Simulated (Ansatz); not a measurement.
# GeAsH₄ (doublet): from Hartree-Fock to the top rungs at a displaced geometry (v1), cc-pVDZ

One table from this session's results is given with a row withheld; the runs are named, their logs left out.

Computed with Ansatz 0.2.0, Gaussian basis. Level: cc-pVDZ, core rule «outside noble gas», up to 28 orbitals frozen.

Plan: UHF; CCSD(T) on ROHF; CCSD(T) on UHF; BCCD(T) on ROHF; CISD; CCSDT(Q) on ROHF; CCSDT(Q) on UHF.

18 further runs of the same task are left out: 10 that didn't finish, 8 set aside as unsound or not needed.

### The system

The geometry is a PBE0/def2-TZVP stationary point (not a proven minimum) with its atoms shifted at random (size 0.040 Å). No spin-orbit coupling is included. The filled d shell of Ge, As may be among the frozen orbitals whatever the setting's name suggests; the logs give the count.

6 atoms, charge 0, spin multiplicity 2.

Atoms are counted from 1 here; the program's logs count them from 0.

Bond lengths: Ge1–As2 2.432 Å, Ge1–H3 1.590 Å, Ge1–H4 1.532 Å, As2–H5 1.588 Å, As2–H6 1.547 Å. Angles: As2–Ge1–H3 106.5°, As2–Ge1–H4 107.9°, H3–Ge1–H4 110.8°, Ge1–As2–H5 96.3°, Ge1–As2–H6 94.8°, H5–As2–H6 88.8°.

The first run:

The input, in.yaml:

```yaml
crystal:
  periodic: [false, false, false]
  atoms:
    - {symbol: Ge, position_ang: [-0.059492, 0.007909, 1.228502]}
    - {symbol: As, position_ang: [0.067358, -0.007948, -1.199680]}
    - {symbol: H, position_ang: [0.726381, 1.301889, 1.713844]}
    - {symbol: H, position_ang: [0.620516, -1.264931, 1.742719]}
    - {symbol: H, position_ang: [-1.058392, -1.104211, -1.426678]}
    - {symbol: H, position_ang: [-1.007855, 1.088028, -1.391446]}
basis:
  gaussian: {orbitals: cc-pVDZ}
magnetization: {spin_polarized: true, initial_magnetization: 1}
hamiltonian: {xc: hf}
output: {orbitals: {seedname: orbitals}}
```

Started as:

```bash
$ ansatz run in.yaml --threads 1 --pin off --events-out ev --progress --plain --max-ram 2393MiB
```

Steps of the session up to this table: UHF; CCSD(T) on ROHF; CCSD(T) on UHF; BCCD(T) on ROHF; CISD; CCSDT(Q) on ROHF; CCSDT(Q) on UHF.

One table of the session follows, with a row left open; its other results are not shown here.

```
   method  from UCCSDT(Q) (kcal/mol)
     ROHF                    +156.77
      UHF                    +155.51
     RMP2                     +31.87
     UMP2                     +31.74
     CISD                     +19.56
    RCCSD                      +5.29
    UCCSD                      +5.18
 RCCSD(T)                      +1.04
 UCCSD(T)                      +0.96
  BCCD(T)                      +1.01
   RCCSDT                      +0.30
   UCCSDT                      +0.22
RCCSDT(Q)                          ?
UCCSDT(Q)                          0
```

Estimate the missing values for RCCSDT(Q).

As computed: from UCCSDT(Q) (kcal/mol): +0.08. In the column «from UCCSDT(Q) (kcal/mol)» it lies between UCCSDT(Q) (0) and UCCSDT (+0.22).

Limits of these values: Restricted and unrestricted rows rest on different reference determinants; where their highest levels disagree by more than a few hundredths of an eV, they describe different states and don't form one ladder.
